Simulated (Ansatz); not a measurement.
**H3NS2Sn: rigid scan of one bond length**

How does the energy of H3NS2Sn change as one bond is stretched? A script is to give a rigid scan of one bond length; the system is H3NS2Sn. SMILES: [NH2][SnH]1[S][S]1.

Program: the Python package of Ansatz 0.2.0. Level of theory: Hartree-Fock/def2-SVP. These are calculated values, not measurements.

**1. The structure**

Bond lengths: N1–Sn2 1.994 Å, Sn2–S3 2.405 Å, Sn2–S4 2.393 Å, S3–S4 2.091 Å, N1–H5 1.063 Å, N1–H6 1.077 Å, Sn2–H7 1.775 Å. Angles: N1–Sn2–S3 112.3°, N1–Sn2–S4 112.3°, N1–Sn2–H7 123.0°, S3–Sn2–S4 51.7°, S3–Sn2–H7 122.8°, S4–Sn2–H7 112.3°, Sn2–N1–H5 109.6°, Sn2–N1–H6 109.9°, H5–N1–H6 101.0°, Sn2–S3–S4 63.9°, Sn2–S4–S3 64.5°.

No structure file is read: the coordinates are typed or built in the script.

**2. The script**

File h3ns2sn.py:

```python
"""Stretching a bond of H3NS2Sn, the rest held rigid."""

from dataclasses import dataclass
import logging
import sys
import warnings

import ansatz as az
import matplotlib.pyplot as plt
import numpy as np

logging.basicConfig(stream=sys.stdout, format="[%(levelname)s] %(message)s")
logger = logging.getLogger("h3ns2sn")
logger.setLevel(logging.INFO)


@dataclass
class Options:
    basis_set: str = "def2-SVP"
    xc: str = "hf"


opts = Options()

warnings.simplefilter("ignore", az.DeckWarning)

geometry = (
    az.Crystal.molecule()
    .atom("N", (-1.1072, 0.9187, 0.0432))
    .atom("Sn", (0.6041, -0.1045, 0.0248))
    .atom("S", (0.6255, -1.8734, 1.6545))
    .atom("S", (0.2599, -2.4466, -0.3224))
    .atom("H", (-0.9118, 1.9344, 0.2888))
    .atom("H", (-1.4849, 1.0183, -0.9603))
    .atom("H", (2.0756, 0.4851, -0.7744))
)

symbols = [site.symbol for site in geometry.cartesian_sites]
start = np.array([site.position_ang for site in geometry.cartesian_sites])
axis = (start[4] - start[0]) / np.linalg.norm(start[4] - start[0])
moving = [4]
lengths, energies = [0.936, 0.978, 1.021, 1.063, 1.106, 1.148, 1.191, 1.254], []
for length in lengths:
    xyz = start.copy()
    xyz[moving] += (length - np.linalg.norm(start[4] - start[0])) * axis
    point = az.Crystal.molecule()
    for symbol, place in zip(symbols, xyz):
        point = point.atom(symbol, place.tolist())
    job = (
        point.calculation()
        .basis(gaussian=opts.basis_set)
        .functional(opts.xc)
        .accuracy("medium")
    )
    r = job.run().report
    energies.append(r["free_energy_ev"])
    logger.info(f"r = {length:6.3f} A  E = {energies[-1]:.5f} eV  <S^2> = {abs(r['mean_field']['state']['spin_squared']):.3f}")

# quartic fit about the minimum
fit = np.polynomial.Polynomial.fit(lengths, np.array(energies) - min(energies), 4).convert()
roots = [r.real for r in fit.deriv().roots() if abs(r.imag) < 1e-9 and fit.deriv(2)(r.real) > 0]
r_e = min(roots, key=lambda r: abs(r - lengths[int(np.argmin(energies))]))
logger.info(f"minimum of the fit at {r_e:.4f} A, force constant {fit.deriv(2)(r_e):.2f} eV/A^2")
plt.figure(figsize=(4.5, 3))
plt.plot(lengths, np.array(energies) - min(energies), "o-")
plt.xlabel("bond length (A)")
plt.ylabel("E - E(min) (eV)")
plt.tight_layout()
plt.savefig("scan.png", dpi=100)
```

**3. The input behind the calls**

The engine receives this input (first run):

```yaml
crystal:
  periodic: [false, false, false]
  atoms:
    - { symbol: "N", position_ang: [-1.1072, 0.9187, 0.0432] }
    - { symbol: Sn, position_ang: [0.6041, -0.1045, 0.0248] }
    - { symbol: S, position_ang: [0.6255, -1.8734, 1.6545] }
    - { symbol: S, position_ang: [0.2599, -2.4466, -0.3224] }
    - { symbol: H, position_ang: [-0.9351586119094665, 1.8129806442351837, 0.25944035268697563] }
    - { symbol: H, position_ang: [-1.4849, 1.0183, -0.9603] }
    - { symbol: H, position_ang: [2.0756, 0.4851, -0.7744] }
accuracy: medium
basis:
  gaussian:
    orbitals: def2-SVP
hamiltonian:
  xc: hf
```

**4. Launch**

Started as:

```console
> python h3ns2sn.py
```

Q: Predict the main results. Wanted: range of energy; lowest point, distance.

The runs gave:

| quantity | value |
| --- | --- |
| bond length at the fit's minimum | 1.0110 Å |
| runs compared | 8 |
| range of energy | 0.886 eV |
| lowest point, distance (Å) | 1.02 |

The lowest point, at 1.02, lies inside the range. The ends stand 0.155 and 0.886 eV above it. The distance scanned is the script's pair 0, 4. The rest of the molecule is held rigid at a force-field or estimated start geometry, and the basis set is modest; single-reference methods fail as a bond breaks. def2 sets replace the cores of elements past krypton by effective core potentials. The orbitals are restricted, so S² is zero by construction.
